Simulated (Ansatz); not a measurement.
This script makes vertical spin-state energies of AlH₄NSe, SMILES [NH2][AlH][SeH] with Ansatz 0.2.0, Python API.

Script `spin_alh4nse.py`:
```python
"""Gap between spin states of AlH4NSe at one geometry."""

import ansatz
from ase import Atoms

atoms = Atoms(["N", "Al", "Se", "H", "H", "H", "H"], positions=[
    [-1.1708, 0.6524, -0.7194],
    [-0.2425, -0.1054, 0.6992],
    [1.5533, -1.586, 0.2043],
    [-1.5157, -0.0736, -1.3201],
    [-0.5256, 1.2086, -1.335],
    [-0.6287, 0.2367, 2.2132],
    [2.5912, -0.4008, 0.2122],
])
system = ansatz.Crystal.molecule_from_ase(atoms)

model = (
    system.calculation()
    .basis(gaussian="6-31G*")
    .functional("PBE0")
)
found = {}
for unpaired in [0, 2]:
    r = model.spin("collinear", total=unpaired).run(threads=1, backend="cpu").report
    s = unpaired / 2
    found[unpaired] = r["free_energy_ev"]
    print(f"2S+1 = {unpaired + 1}: E = {found[unpaired]:.5f} eV, <S^2> = {abs(r['mean_field']['state']['spin_squared']):.3f} (pure state {s * (s + 1):.2f})")
lowest = min(found, key=found.get)
for unpaired, e in found.items():
    print(f"multiplicity {unpaired + 1}: {(e - found[lowest]):.3f} eV above the lowest")
```

Which spin state is lowest at this geometry, and how far above lie the others?

In order: multiplicity 1 (+0.00 eV) and multiplicity 3 (+3.60 eV), all at the one geometry.

What the script printed:

```console
$ python spin_alh4nse.py
2S+1 = 1: E = -73481.71348 eV, <S^2> = 0.000 (pure state 0.00)
2S+1 = 3: E = -73478.11307 eV, <S^2> = 2.014 (pure state 2.00)
multiplicity 1: 0.000 eV above the lowest
multiplicity 3: 3.600 eV above the lowest
```

Total energies depend on the basis set; only differences at equal settings carry meaning. The geometry is a force-field or estimated start, not a minimum of this method, and the basis set is short of its limit. All parts are taken at fixed geometry, without zero-point energy. Hardware and time: 11 s on 1 thread of Arm Neoverse V2 (shared host), peak memory 0.28 GiB.

(Lines on the test bed's own set-up are left out of the output.)
